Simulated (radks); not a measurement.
**Sm¹¹⁺ in [Kr] 4d9 4f3 5s2 6s1: an all-electron calculation**

Aim: the levels, the sizes of the orbitals and the parts of the energy of the samarium ion Sm11+.

Method: Dirac Kohn-Sham, AM05, spin-unpolarised, spherical densities, point nucleus; open shells are shared between the two j in proportion to 2j + 1. Code: radks (a radial shooting solver on a logarithmic mesh, Libxc functionals) version 1.

**1. Starting point**

| Item | Value |
| --- | --- |
| element | samarium (Z = 62) |
| charge | +11 |
| electrons | 51 |
| configuration | [Kr] 4d9 4f3 5s2 6s1 |

The outer shells:

Sm¹¹⁺
```
[Kr] core
4d [↑↓][↑↓][↑↓][↑↓][↑ ]
4f [↑ ][↑ ][↑ ][  ][  ][  ][  ]
5s [↑↓]
6s [↑ ]
```

**2. Self-consistent calculation**

The run's settings:

```text
Z 62
configuration [Kr] 4d9 4f3 5s2 6s1 5p0 5d0
relativity Dirac
functional am05,am05
spin unpolarised
j_filling average
nucleus point
c 137.035999084
```

**Question.** What will this run give?

The runs gave:

```
                        quantity                   value
                    total energy     -10386.2308 hartree
exchange-correlation share of it                  2.13 %
                            −T/E                  1.0846
          highest occupied level       6s1/2, -114.23 eV
    most extended occupied level  6s1/2, <r> = 2.10 bohr
 radius at density 0.001 e/bohr³               3.19 bohr
    maxima of the radial density                       4
```

What this shows: The radial density shows 4 maxima for 6 occupied principal shells; where shells overlap, one shows as a shoulder or not at all. Relativity lifts −T/E to 1.085. This is not the tabulated ground configuration, so its levels and sizes aren't those of the ground state, and no measured value stands beside it.
